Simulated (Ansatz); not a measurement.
# CH₃FS₂W: one species, many methods

An exercise on one series of results from a longer session: the logs are not shown, and one member is left open.

The runs use Ansatz 0.2.0, Gaussian basis; functionals in def2-TZVPP, the program's frozen cores in correlated methods.

Levels to be run: LDA (SPW92), PBE-D4, revPBE-D4, BLYP-D4, r2SCAN-D4, B97M-V, PBE0-D4, B3LYP-D4, r2SCANh-D4, r2SCAN0-D4, HSE06-D4, BHLYP-D4, CAM-B3LYP-D4, LC-ωPBE, ωB97X-V, ωB97M-V, B2PLYP, PBE-QIDH; CCSD(T)/def2-SVP; CCSD(T)/def2-TZVPP; MP2/def2-QZVPP; extrapolation to the limit; RPA on PBE.

1 further run of the same task is left out (for a known fault of the program).

## The relaxed structure

The geometry comes from an earlier relaxation with PBE0-D4 in a triple-zeta def2 set; it is a stationary point, not always the lowest conformer. W takes the def2 core potential; no spin-orbit term is included.

SMILES `[CH3][W]([F])(=[S])=[S]`, 8 atoms, charge 0, spin multiplicity 1.

Atoms are counted from 1 here; the program's logs count them from 0.

Bond lengths: C1–W2 2.089 Å, C1–H6 1.095 Å, C1–H7 1.095 Å, C1–H8 1.091 Å, W2–F3 1.849 Å, W2–S4 2.115 Å, W2–S5 2.115 Å. Angles: W2–C1–H6 108.4°, W2–C1–H7 108.4°, W2–C1–H8 112.4°, H6–C1–H7 110.1°, H6–C1–H8 108.8°, H7–C1–H8 108.8°, C1–W2–F3 109.6°, C1–W2–S4 104.2°, C1–W2–S5 104.2°, F3–W2–S4 114.0°, F3–W2–S5 114.0°, S4–W2–S5 110.1°.

The first run:

File in.yaml:

```yaml
crystal:
  periodic: [false, false, false]
  atoms:
    - {symbol: C, position_ang: [-0.900856, -0.157616, 0.636524]}
    - {symbol: W, position_ang: [0.837483, 0.080893, -0.497148]}
    - {symbol: F, position_ang: [2.215851, -0.881538, 0.273467]}
    - {symbol: S, position_ang: [0.293799, -0.591763, -2.427181]}
    - {symbol: S, position_ang: [1.157561, 2.171368, -0.520956]}
    - {symbol: H, position_ang: [-0.702739, 0.202946, 1.651528]}
    - {symbol: H, position_ang: [-1.156250, -1.222289, 0.659047]}
    - {symbol: H, position_ang: [-1.744849, 0.397998, 0.224718]}
basis:
  gaussian: {orbitals: def2-TZVPP}
hamiltonian: {xc: lda}
output: {orbitals: {seedname: orbitals}}
```

On the command line:

```bash
$ ansatz run in.yaml --threads 4 --pin off --events-out ev --progress --plain --max-ram 10444MiB
```

Among the steps run: LDA; PBE-D4 (GGA); revPBE-D4 (GGA); BLYP-D4 (GGA); r2SCAN-D4 (meta-GGA); B97M-V (meta-GGA); B3LYP-D4 (hybrid); r2SCANh-D4 (hybrid); r2SCAN0-D4 (hybrid); HSE06-D4 (hybrid); BHLYP-D4 (hybrid); CAM-B3LYP-D4 (range-separated); LC-ωPBE (range-separated); ωB97X-V (range-separated); ωB97M-V (range-separated); B2PLYP (double hybrid); PBE-QIDH (double hybrid).

One table of the session follows, with a row left open; its other results are not shown here.

It belongs to the step «Orbital energies across the functionals». 

```
  functional  HOMO (eV)  LUMO (eV)  gap (eV)
 LDA (SPW92)      -6.52      -3.95      2.57
      PBE-D4      -6.37      -3.74      2.62
   revPBE-D4      -6.31      -3.67      2.65
     BLYP-D4      -6.18      -3.60      2.58
   r2SCAN-D4      -6.64      -3.70      2.94
      B97M-V      -6.68      -3.65      3.03
     PBE0-D4      -7.47      -2.99      4.48
    B3LYP-D4      -7.23      -3.18      4.06
  r2SCANh-D4      -7.04      -3.41      3.63
  r2SCAN0-D4      -7.65      -2.96      4.69
    HSE06-D4          ?          ?         ?
    BHLYP-D4      -8.41      -2.05      6.35
CAM-B3LYP-D4      -8.65      -1.91      6.74
     LC-ωPBE      -9.94      -0.85      9.10
     ωB97X-V      -9.61      -0.90      8.71
     ωB97M-V      -9.45      -0.90      8.55
```

Estimate the missing values for HSE06-D4.

As computed: HOMO (eV): -7.09; LUMO (eV): -3.37; gap (eV): 3.72. In the column «HOMO (eV)» it lies between B3LYP-D4 (-7.23) and r2SCANh-D4 (-7.04).
